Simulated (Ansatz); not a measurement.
# FGaH2N− (SMILES [NH-][GaH][F]): a rigid scan of the dihedral angle H4–N1–Ga2–F3, part 2 of 3

Ansatz 0.2.0, Gaussian basis. Earlier steps stand in the parts before.

### Step 5. H4–N1–Ga2–F3 = 151.6°

pbe-tzvppd/in.yaml reads:

```yaml
crystal:
  periodic: [false, false, false]
  atoms:
    - {symbol: N, position_ang: [-0.920955, -1.103272, 0.068187]}
    - {symbol: Ga, position_ang: [0.398231, 0.074571, 0.138787]}
    - {symbol: F, position_ang: [1.687436, 0.212498, 1.448860]}
    - {symbol: H, position_ang: [-1.714044, -0.701751, -0.438268]}
    - {symbol: H, position_ang: [0.773074, 1.246306, -0.866592]}
basis:
  gaussian: {orbitals: "def2-TZVPPD.json"}
total_charge: -1
hamiltonian: {xc: pbe, dispersion: d4}
output: {forces: true}
```

r2scan-tzvppd/in.yaml differs from pbe-tzvppd/in.yaml so:

```diff
-hamiltonian: {xc: pbe, dispersion: d4}
+hamiltonian: {xc: r2scan, dispersion: d4}
```

pbe0-tzvppd/in.yaml:

```diff
-hamiltonian: {xc: pbe, dispersion: d4}
-output: {forces: true}
+hamiltonian: {xc: pbe0, dispersion: d4}
+output: {forces: true, orbitals: {seedname: orbitals}}
```

b3lyp-tzvppd/in.yaml:

```diff
-hamiltonian: {xc: pbe, dispersion: d4}
+hamiltonian: {xc: {name: B3LYP}, dispersion: d4}
```

wb97mv-tzvppd/in.yaml:

```diff
-hamiltonian: {xc: pbe, dispersion: d4}
-output: {forces: true}
+hamiltonian: {xc: {name: wB97M-V}}
```

ccsdt-tzvppd/in.yaml:

```diff
-hamiltonian: {xc: pbe, dispersion: d4}
-output: {forces: true}
+correlation: {method: ccsd_t}
```

One command serves all of them, each in its own folder.

Launch:

```bash
ansatz run in.yaml --threads 2 --pin off --events-out ev --progress --plain --max-ram 4352MiB
```

Log of pbe-tzvppd, shortened:

```text
Functional definition: PBE
  name "PBE"
  cite "Perdew, Burke & Ernzerhof, Phys. Rev. Lett. 77, 3865 (1996) doi:10.1103/PhysRevLett.77.3865"
  parent pbe
[...]
870 factors; their error is unknown
[...]
mean field -56608.64853995 eV, -2080.3294631230 hartree, gradient 4.7e-5 eV, S^2 0.000000; 0 other end points of the search recorded, 0 dependent functions left out
[...]
Atom 1 at     0.398231     0.074571     0.138787 Å, force    -0.262365     0.531835    -0.302341 eV/Å
Atom 2 at     1.687436     0.212498     1.448860 Å, force     0.110156    -0.251236     0.044598 eV/Å
Atom 3 at    -1.714044    -0.701751    -0.438268 Å, force    -0.022837     0.155882    -0.420286 eV/Å
Atom 4 at     0.773074     1.246306    -0.866592 Å, force     0.279475     0.331019    -0.098537 eV/Å
Dipole moment:     0.238029     0.419715    -0.158162 e Å
```

Log of r2scan-tzvppd, shortened:

```text
[... 5 set-up lines as earlier in the session ...]
[...]
870 factors; their error is unknown
[...]
Atom 1 at     0.398231     0.074571     0.138787 Å, force    -0.188579     0.463983    -0.118917 eV/Å
Atom 2 at     1.687436     0.212498     1.448860 Å, force    -0.239297    -0.305624    -0.305413 eV/Å
Atom 3 at    -1.714044    -0.701751    -0.438268 Å, force     0.230019     0.040466    -0.284049 eV/Å
Atom 4 at     0.773074     1.246306    -0.866592 Å, force     0.235687     0.192645     0.028170 eV/Å
Dipole moment:     0.253248     0.439850    -0.163976 e Å
```

Log of pbe0-tzvppd, shortened:

```text
[... 5 set-up lines as earlier in the session ...]
[...]
918 factors; their error is unknown
[...]
mean field -56609.47444982 eV, -2080.3598147509 hartree, gradient 3.3e-5 eV, S^2 0.000000; 0 other end points of the search recorded, 0 dependent functions left out
[...]
Atom 1 at     0.398231     0.074571     0.138787 Å, force    -0.236573     0.331150    -0.066212 eV/Å
Atom 2 at     1.687436     0.212498     1.448860 Å, force    -0.219014    -0.279722    -0.288925 eV/Å
Atom 3 at    -1.714044    -0.701751    -0.438268 Å, force     0.282212    -0.011948    -0.219987 eV/Å
Atom 4 at     0.773074     1.246306    -0.866592 Å, force     0.237150     0.228448    -0.010150 eV/Å
Dipole moment:     0.269536     0.471146    -0.175251 e Å
```

Output in b3lyp-tzvppd, shortened:

```text
[... 6 set-up lines as earlier in the session ...]
[...]
913 factors; their error is unknown
[...]
Atom 1 at     0.398231     0.074571     0.138787 Å, force    -0.190284     0.493386    -0.207301 eV/Å
Atom 2 at     1.687436     0.212498     1.448860 Å, force    -0.054023    -0.271056    -0.118650 eV/Å
Atom 3 at    -1.714044    -0.701751    -0.438268 Å, force     0.237546    -0.024276    -0.237441 eV/Å
Atom 4 at     0.773074     1.246306    -0.866592 Å, force     0.239940     0.236614    -0.022417 eV/Å
Dipole moment:     0.258968     0.463720    -0.176999 e Å
```

Log of wb97mv-tzvppd, shortened:

```text
[... 5 set-up lines as earlier in the session ...]
  # Of w^i u^j: cxij and so on, Table III.
[...]
  gx(w, u) = 1 - cx + cx01*u + cx10*w
[...]
      + integral(e_c_pw_mod_opposite_spin*gos(b97_w_opposite, b97_u_opposite)) + vv10(b, c)
901 factors; their error is unknown
239 factors; integrals over basis functions are off by at most 2.5e-5 eV
[...]
mean field -56616.71418029 eV, -2080.6258699384 hartree, gradient 2.6e-5 eV, S^2 0.000000; 0 other end points of the search recorded, 0 dependent functions left out
reference -56616.71423893 eV, -2080.6258720934 hartree; 25, 25 occupied and 140, 140 virtual orbitals, 901 factors
Total energy: -56616.71423893 eV, -2080.6258720934 hartree
```

Log of ccsdt-tzvppd, shortened:

```text
[... 4 set-up lines as earlier in the session ...]
[...]
1012 factors; integrals over basis functions are off by at most 1.2e-3 eV
[...]
mean field -56555.81124418 eV, -2078.3877283179 hartree, gradient 2.0e-6 eV, S^2 0.000000; 0 other end points of the search recorded, 0 dependent functions left out
11 core orbitals not correlated: weight in the atoms' cores, before any rotation towards them, 1.000 or more for the frozen orbitals, at most 0.000 for the correlated occupied ones
reference -56555.81124418 eV, -2078.3877283179 hartree; 14, 14 occupied and 140, 140 virtual orbitals, 1012 factors
second order -19.89659348 eV of doubles, -0.00000000 eV of singles
cycle   1  -18.95554021 eV  change    9.4e-1 eV  update   1.4e-1
[...]
cycle  12  -19.72207530 eV  change   -1.8e-5 eV  update   1.5e-5
perturbative correction -0.84555841 eV, -0.0310736986 hartree
Total energy: -56576.37887789 eV, -2079.1435749155 hartree
```

Wall times: 2 s (pbe-tzvppd), 4.2 s (r2scan-tzvppd), 3.1 s (pbe0-tzvppd), 3.5 s (b3lyp-tzvppd), 8 s (wb97mv-tzvppd), 45 s (ccsdt-tzvppd) on 2 threads, shared host; peak memory 1.4 GiB.

### Step 6. H4–N1–Ga2–F3 = -168.4°

pbe-tzvppd/in.yaml reads:

```yaml
crystal:
  periodic: [false, false, false]
  atoms:
    - {symbol: N, position_ang: [-0.920955, -1.103272, 0.068187]}
    - {symbol: Ga, position_ang: [0.398231, 0.074571, 0.138787]}
    - {symbol: F, position_ang: [2.135365, -0.242335, 0.667276]}
    - {symbol: H, position_ang: [-1.714044, -0.701751, -0.438268]}
    - {symbol: H, position_ang: [0.402967, 1.622119, -0.220837]}
basis:
  gaussian: {orbitals: "def2-TZVPPD.json"}
total_charge: -1
hamiltonian: {xc: pbe, dispersion: d4}
output: {forces: true}
```

r2scan-tzvppd/in.yaml, as changes to pbe-tzvppd/in.yaml:

```diff
-hamiltonian: {xc: pbe, dispersion: d4}
+hamiltonian: {xc: r2scan, dispersion: d4}
```

pbe0-tzvppd/in.yaml:

```diff
-hamiltonian: {xc: pbe, dispersion: d4}
-output: {forces: true}
+hamiltonian: {xc: pbe0, dispersion: d4}
+output: {forces: true, orbitals: {seedname: orbitals}}
```

b3lyp-tzvppd/in.yaml:

```diff
-hamiltonian: {xc: pbe, dispersion: d4}
+hamiltonian: {xc: {name: B3LYP}, dispersion: d4}
```

wb97mv-tzvppd/in.yaml:

```diff
-hamiltonian: {xc: pbe, dispersion: d4}
-output: {forces: true}
+hamiltonian: {xc: {name: wB97M-V}}
```

ccsdt-tzvppd/in.yaml:

```diff
-hamiltonian: {xc: pbe, dispersion: d4}
-output: {forces: true}
+correlation: {method: ccsd_t}
```

Each run has its own folder and the same command.

Launch:

```bash
ansatz run in.yaml --threads 2 --pin off --events-out ev --progress --plain --max-ram 4352MiB
```

Output in pbe-tzvppd, shortened:

```text
[... 4 set-up lines as earlier in the session ...]
[...]
870 factors; their error is unknown
[...]
mean field -56608.71078875 eV, -2080.3317507243 hartree, gradient 5.5e-5 eV, S^2 0.000000; 0 other end points of the search recorded, 0 dependent functions left out
[...]
Atom 1 at     0.398231     0.074571     0.138787 Å, force    -0.198818     0.491661    -0.313943 eV/Å
Atom 2 at     2.135365    -0.242335     0.667276 Å, force    -0.012419    -0.182811     0.131345 eV/Å
Atom 3 at    -1.714044    -0.701751    -0.438268 Å, force    -0.160422     0.350541    -0.058217 eV/Å
Atom 4 at     0.402967     1.622119    -0.220837 Å, force     0.223823     0.369259    -0.028985 eV/Å
Dipole moment:     0.184033     0.460565    -0.078204 e Å
```

r2scan-tzvppd printed, shortened:

```text
[... 5 set-up lines as earlier in the session ...]
[...]
870 factors; their error is unknown
[...]
Atom 1 at     0.398231     0.074571     0.138787 Å, force    -0.057695     0.356154    -0.249136 eV/Å
Atom 2 at     2.135365    -0.242335     0.667276 Å, force    -0.487143    -0.113993    -0.005002 eV/Å
Atom 3 at    -1.714044    -0.701751    -0.438268 Å, force     0.085907     0.245557     0.100185 eV/Å
Atom 4 at     0.402967     1.622119    -0.220837 Å, force     0.227016     0.180644     0.013870 eV/Å
Dipole moment:     0.195207     0.482277    -0.080630 e Å
```

Output in pbe0-tzvppd, shortened:

```text
[... 5 set-up lines as earlier in the session ...]
[...]
918 factors; their error is unknown
[...]
mean field -56609.53686664 eV, -2080.3621085268 hartree, gradient 2.9e-5 eV, S^2 0.000000; 0 other end points of the search recorded, 0 dependent functions left out
[...]
Atom 1 at     0.398231     0.074571     0.138787 Å, force    -0.102311     0.211099    -0.214932 eV/Å
Atom 2 at     2.135365    -0.242335     0.667276 Å, force    -0.454090    -0.099299    -0.005361 eV/Å
Atom 3 at    -1.714044    -0.701751    -0.438268 Å, force     0.147884     0.180575     0.145199 eV/Å
Atom 4 at     0.402967     1.622119    -0.220837 Å, force     0.215564     0.229355    -0.001048 eV/Å
Dipole moment:     0.209515     0.516788    -0.086789 e Å
```

Output in b3lyp-tzvppd, shortened:

```text
[... 6 set-up lines as earlier in the session ...]
[...]
913 factors; their error is unknown
[...]
Atom 1 at     0.398231     0.074571     0.138787 Å, force    -0.106243     0.423805    -0.266238 eV/Å
Atom 2 at     2.135365    -0.242335     0.667276 Å, force    -0.232485    -0.147661     0.065664 eV/Å
Atom 3 at    -1.714044    -0.701751    -0.438268 Å, force     0.101597     0.169671     0.131284 eV/Å
Atom 4 at     0.402967     1.622119    -0.220837 Å, force     0.212735     0.243273    -0.003832 eV/Å
Dipole moment:     0.198955     0.509583    -0.088225 e Å
```

wb97mv-tzvppd printed, shortened:

```text
[... 5 set-up lines as earlier in the session ...]
  # Of w^i u^j: cxij and so on, Table III.
[...]
  gx(w, u) = 1 - cx + cx01*u + cx10*w
[...]
      + integral(e_c_pw_mod_opposite_spin*gos(b97_w_opposite, b97_u_opposite)) + vv10(b, c)
901 factors; their error is unknown
238 factors; integrals over basis functions are off by at most 3.4e-5 eV
[...]
mean field -56616.77608191 eV, -2080.6281447811 hartree, gradient 8.6e-5 eV, S^2 0.000000; 0 other end points of the search recorded, 0 dependent functions left out
reference -56616.77614063 eV, -2080.6281469389 hartree; 25, 25 occupied and 140, 140 virtual orbitals, 901 factors
Total energy: -56616.77614063 eV, -2080.6281469389 hartree
```

Log of ccsdt-tzvppd, shortened:

```text
[... 4 set-up lines as earlier in the session ...]
[...]
1012 factors; integrals over basis functions are off by at most 1.1e-3 eV
[...]
mean field -56555.87284181 eV, -2078.3899919891 hartree, gradient 2.0e-6 eV, S^2 0.000000; 0 other end points of the search recorded, 0 dependent functions left out
11 core orbitals not correlated: weight in the atoms' cores, before any rotation towards them, 1.000 or more for the frozen orbitals, at most 0.000 for the correlated occupied ones
reference -56555.87284181 eV, -2078.3899919891 hartree; 14, 14 occupied and 140, 140 virtual orbitals, 1012 factors
second order -19.90185851 eV of doubles, -0.00000000 eV of singles
cycle   1  -18.96020320 eV  change    9.4e-1 eV  update   1.4e-1
[...]
cycle  12  -19.72810712 eV  change   -1.2e-5 eV  update   1.0e-5
perturbative correction -0.84603788 eV, -0.0310913186 hartree
Total energy: -56576.44698681 eV, -2079.1460778722 hartree
```

Wall times: 1.9 s (pbe-tzvppd), 3.8 s (r2scan-tzvppd), 2.9 s (pbe0-tzvppd), 3.2 s (b3lyp-tzvppd), 7.5 s (wb97mv-tzvppd), 45 s (ccsdt-tzvppd) on 2 threads, shared host; peak memory 1.4 GiB.

### Step 7. H4–N1–Ga2–F3 = -128.4°

pbe-tzvppd/in.yaml reads:

```yaml
crystal:
  periodic: [false, false, false]
  atoms:
    - {symbol: N, position_ang: [-0.920955, -1.103272, 0.068187]}
    - {symbol: Ga, position_ang: [0.398231, 0.074571, 0.138787]}
    - {symbol: F, position_ang: [2.155826, -0.204817, -0.340971]}
    - {symbol: H, position_ang: [-1.714044, -0.701751, -0.438268]}
    - {symbol: H, position_ang: [0.386045, 1.591139, 0.612210]}
basis:
  gaussian: {orbitals: "def2-TZVPPD.json"}
total_charge: -1
hamiltonian: {xc: pbe, dispersion: d4}
output: {forces: true}
```

r2scan-tzvppd/in.yaml differs from pbe-tzvppd/in.yaml so:

```diff
-hamiltonian: {xc: pbe, dispersion: d4}
+hamiltonian: {xc: r2scan, dispersion: d4}
```

pbe0-tzvppd/in.yaml:

```diff
-hamiltonian: {xc: pbe, dispersion: d4}
-output: {forces: true}
+hamiltonian: {xc: pbe0, dispersion: d4}
+output: {forces: true, orbitals: {seedname: orbitals}}
```

b3lyp-tzvppd/in.yaml:

```diff
-hamiltonian: {xc: pbe, dispersion: d4}
+hamiltonian: {xc: {name: B3LYP}, dispersion: d4}
```

wb97mv-tzvppd/in.yaml:

```diff
-hamiltonian: {xc: pbe, dispersion: d4}
-output: {forces: true}
+hamiltonian: {xc: {name: wB97M-V}}
```

ccsdt-tzvppd/in.yaml:

```diff
-hamiltonian: {xc: pbe, dispersion: d4}
-output: {forces: true}
+correlation: {method: ccsd_t}
```

Each run has its own folder and the same command.

Launch:

```bash
ansatz run in.yaml --threads 2 --pin off --events-out ev --progress --plain --max-ram 4352MiB
```

Output in pbe-tzvppd, shortened:

```text
[... 4 set-up lines as earlier in the session ...]
[...]
870 factors; their error is unknown
[...]
mean field -56608.51120263 eV, -2080.3244160695 hartree, gradient 2.8e-5 eV, S^2 0.000000; 0 other end points of the search recorded, 0 dependent functions left out
[...]
Atom 1 at     0.398231     0.074571     0.138787 Å, force    -0.374480     0.555812    -0.339857 eV/Å
Atom 2 at     2.155826    -0.204817    -0.340971 Å, force     0.210860    -0.202942     0.203306 eV/Å
Atom 3 at    -1.714044    -0.701751    -0.438268 Å, force    -0.317245     0.292942     0.172665 eV/Å
Atom 4 at     0.386045     1.591139     0.612210 Å, force     0.270177     0.361496     0.118350 eV/Å
Dipole moment:     0.208368     0.479710     0.025018 e Å
```

Log of r2scan-tzvppd, shortened:

```text
[... 5 set-up lines as earlier in the session ...]
[...]
870 factors; their error is unknown
[...]
Atom 1 at     0.398231     0.074571     0.138787 Å, force    -0.227036     0.423347    -0.426474 eV/Å
Atom 2 at     2.155826    -0.204817    -0.340971 Å, force    -0.261249    -0.139687     0.339171 eV/Å
Atom 3 at    -1.714044    -0.701751    -0.438268 Å, force    -0.084696     0.188165     0.339054 eV/Å
Atom 4 at     0.386045     1.591139     0.612210 Å, force     0.279350     0.181398     0.056369 eV/Å
Dipole moment:     0.226501     0.502890     0.026584 e Å
```

Output in pbe0-tzvppd, shortened:

```text
[... 5 set-up lines as earlier in the session ...]
[...]
918 factors; their error is unknown
[...]
mean field -56609.33776324 eV, -2080.3547916117 hartree, gradient 3.3e-5 eV, S^2 0.000000; 0 other end points of the search recorded, 0 dependent functions left out
[...]
Atom 1 at     0.398231     0.074571     0.138787 Å, force    -0.246415     0.287603    -0.409679 eV/Å
Atom 2 at     2.155826    -0.204817    -0.340971 Å, force    -0.238394    -0.121756     0.316735 eV/Å
Atom 3 at    -1.714044    -0.701751    -0.438268 Å, force    -0.019416     0.131912     0.362882 eV/Å
Atom 4 at     0.386045     1.591139     0.612210 Å, force     0.266022     0.232888     0.067648 eV/Å
Dipole moment:     0.237500     0.535638     0.026353 e Å
```

Log of b3lyp-tzvppd, shortened:

```text
[... 6 set-up lines as earlier in the session ...]
[...]
913 factors; their error is unknown
[...]
Atom 1 at     0.398231     0.074571     0.138787 Å, force    -0.257614     0.500219    -0.349015 eV/Å
Atom 2 at     2.155826    -0.204817    -0.340971 Å, force    -0.012557    -0.167360     0.261076 eV/Å
Atom 3 at    -1.714044    -0.701751    -0.438268 Å, force    -0.067208     0.122002     0.353440 eV/Å
Atom 4 at     0.386045     1.591139     0.612210 Å, force     0.263694     0.245302     0.077961 eV/Å
Dipole moment:     0.226312     0.528451     0.026032 e Å
```

Log of wb97mv-tzvppd, shortened:

```text
[... 5 set-up lines as earlier in the session ...]
  # Of w^i u^j: cxij and so on, Table III.
[...]
  gx(w, u) = 1 - cx + cx01*u + cx10*w
[...]
      + integral(e_c_pw_mod_opposite_spin*gos(b97_w_opposite, b97_u_opposite)) + vv10(b, c)
901 factors; their error is unknown
239 factors; integrals over basis functions are off by at most 1.9e-5 eV
[...]
mean field -56616.57885202 eV, -2080.6208967162 hartree, gradient 3.4e-5 eV, S^2 0.000000; 0 other end points of the search recorded, 0 dependent functions left out
reference -56616.57891027 eV, -2080.6208988570 hartree; 25, 25 occupied and 140, 140 virtual orbitals, 901 factors
Total energy: -56616.57891027 eV, -2080.6208988570 hartree
```

ccsdt-tzvppd printed, shortened:

```text
[... 4 set-up lines as earlier in the session ...]
[...]
1012 factors; integrals over basis functions are off by at most 1.1e-3 eV
[...]
mean field -56555.67901307 eV, -2078.3828689141 hartree, gradient 2.2e-6 eV, S^2 0.000000; 0 other end points of the search recorded, 0 dependent functions left out
11 core orbitals not correlated: weight in the atoms' cores, before any rotation towards them, 1.000 or more for the frozen orbitals, at most 0.000 for the correlated occupied ones
reference -56555.67901307 eV, -2078.3828689141 hartree; 14, 14 occupied and 140, 140 virtual orbitals, 1012 factors
second order -19.88072793 eV of doubles, -0.00000000 eV of singles
cycle   1  -18.94305527 eV  change    9.4e-1 eV  update   1.4e-1
[...]
cycle  13  -19.70533005 eV  change   -6.1e-6 eV  update   1.1e-5
perturbative correction -0.84332820 eV, -0.0309917397 hartree
Total energy: -56576.22767132 eV, -2079.1380181764 hartree
```

Wall times: 1.8 s (pbe-tzvppd), 4 s (r2scan-tzvppd), 2.8 s (pbe0-tzvppd), 3.3 s (b3lyp-tzvppd), 7.5 s (wb97mv-tzvppd), 46 s (ccsdt-tzvppd) on 2 threads, shared host; peak memory 1.4 GiB.

(Part 2 of 3 ends here.)
